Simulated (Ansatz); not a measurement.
Working through a convergence test of the k-point mesh of Cu, space group Fm-3m

Program: the Ansatz DFT code, driven from Python.

The script reads `POSCAR`:
```text
Cu
1.0
   0.00000000    1.80750000    1.80750000
   1.80750000    0.00000000    1.80750000
   1.80750000    1.80750000    0.00000000
Cu
1
Direct
   0.00000000    0.00000000    0.00000000
```

At the Python prompt:
```pycon
>>> import ansatz as az
>>> from ase.io import read
>>> from tabulate import tabulate
>>> XC = "r2scan"
>>> OCCUPATIONS = "Marzari-Vanderbilt"
>>> SIGMA = 0.1
>>> atoms = read("POSCAR", format="vasp")
>>> structure = az.Crystal.from_ase(atoms)
>>> setup = (
...     structure.calculation()
...     .functional(XC)
...     .occupations(OCCUPATIONS, width=SIGMA)
...     .forces()
...     .stress()
... )
>>> rows = []
>>> for value in [(4, 4, 4), (5, 5, 5), (7, 7, 7), (8, 8, 8), (11, 11, 11), (13, 13, 13)]:
...     r = setup.kpoints(*value).run(threads=1, backend="cpu").report
...     rows.append((value, r["free_energy_ev"] / len(r["lattice"]["sites"]), r["n_iterations"], sum(r["stress_gpa"][i][i] for i in range(3)) / 3, max(abs(f) for row in r["forces_ev_ang"] for f in row), r["n_kpoints"]))
...
DeckWarning: basis.ecutwfc = 500 eV, auto-derived from the records' recommended cutoffs: set by Cu (their level for a meta-GGA)
>>> print(tabulate(rows, headers=["mesh", "F/atom (eV)", "iterations", "P (GPa)", "max component (eV/A)", "k-points"], floatfmt=".4f", tablefmt="plain"))
mesh            F/atom (eV)    iterations    P (GPa)    max component (eV/A)    k-points
(4, 4, 4)        -6631.0627             7    -3.1239                  0.0000           8
(5, 5, 5)        -6631.3349             7    -5.5152                  0.0000          10
(7, 7, 7)        -6631.2734             6    -4.9748                  0.0000          20
(8, 8, 8)        -6631.1977             6    -3.9391                  0.0000          29
(11, 11, 11)     -6631.2377             6    -5.1183                  0.0000          56
(13, 13, 13)     -6631.2330             6    -4.9110                  0.0000          84
>>> # differences from the last row
>>> for row in rows[:-1]:
...     shift = 1000 * (row[1] - rows[-1][1])
...     print(f"{row[0]}: {shift:+.2f} meV/atom" + ("  (within 5 meV)" if abs(shift) < 5 else ""))
...
(4, 4, 4): +170.32 meV/atom
(5, 5, 5): -101.91 meV/atom
(7, 7, 7): -40.40 meV/atom
(8, 8, 8): +35.36 meV/atom
(11, 11, 11): -4.65 meV/atom  (within 5 meV)
```

From 11×11×11 on it stays within 5 meV an atom of the value at 13×13×13; the first row (4×4×4) is off by 170.3 meV and the last but one by 4.65 meV. That rests on few rows after larger swings, so the series isn't shown to be converged. It goes up and down, since the sum over k-points isn't variational. The pressure moves from -3.12 to -4.91 GPa.

Reading the output:
- The run is spin-unpolarised.
- Forces vanish by symmetry here and test nothing.
- Pressure is positive in compression.
- Warnings are shown shortened and without file and line.
- Shifts are counted from the finest mesh, which is itself no proven limit.
- The whole script took 5.9 s on 1 thread of Arm Neoverse V2, on a shared host, peak memory 0.43 GiB.
